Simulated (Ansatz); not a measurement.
Working through the interaction energy of a dimer with the counterpoise correction of CH2I2, SMILES ICI

With Ansatz 0.2.0 through its Python package.

Notebook, run cell by cell (the value of a cell's last expression is shown):

In [1]:
```python
import ansatz
```

In [2]:
```python
FIRST = [
    ("I", (-0.5211, -1.0252, 1.6448)),
    ("C", (-0.1873, 0.1267, -0.133)),
    ("I", (1.8689, 0.0019, -0.5083)),
    ("H", (-0.415, 1.1836, -0.0097)),
    ("H", (-0.7456, -0.2871, -0.9936)),
]
SECOND = [
    ("I", (0.0947, 5.8968, 1.4079)),
    ("C", (-0.2736, 3.8608, 0.8441)),
    ("I", (-2.0699, 3.8894, -0.2315)),
    ("H", (-0.4336, 3.2013, 1.6947)),
    ("H", (0.5356, 3.4666, 0.2012)),
]

def energy(atoms, ghosts=()):
    molecule = ansatz.Crystal.molecule()
    for symbol, xyz in atoms:
        molecule = molecule.atom(symbol, xyz)
    calc = (
        molecule.calculation()
        .basis(gaussian="def2-SVP")
        .correlation("mp2")
    )
    deck = calc.input()
    if ghosts:
        deck = deck.set(ansatz.key.basis.gaussian.ghost_atoms, [{"symbol": s, "position_ang": list(xyz)} for s, xyz in ghosts])
    return ansatz.Session.from_dict(deck).plan().execute().report["free_energy_ev"]
```

In [3]:
```python
# monomers in their own basis and in the basis of the dimer
both = energy(FIRST + SECOND)
alone = energy(FIRST) + energy(SECOND)
ghosted = energy(FIRST, SECOND) + energy(SECOND, FIRST)
print(f"dimer {both:.6f} eV")
print(f"interaction, uncorrected   {(both - alone):8.3f} eV")
print(f"interaction, counterpoise  {(both - ghosted):8.3f} eV")
print(f"basis-set superposition    {(alone - ghosted):8.3f} eV")
```
```text
dimer -34431.563334 eV
interaction, uncorrected     -0.102 eV
interaction, counterpoise    -0.041 eV
basis-set superposition       0.061 eV
```

Uncorrected it is -0.102 eV, with the counterpoise correction -0.041 eV; the difference, 0.06 eV, is the superposition error.

Caveats:
- Total energies depend on the basis set; only differences at equal settings carry meaning.
- The dimer is a generated trial pose of unrelaxed monomers, not a minimum, so the figure is no binding energy, and the basis set is small.
- def2 sets replace the cores of elements past krypton by effective core potentials.
- It ran for 18 s on 1 thread of Intel(R) Xeon(R) 6975P-C (Granite Rapids), with other jobs on the host, peak memory 0.53 GiB.

(Lines on the test bed's own set-up are left out of the output.)
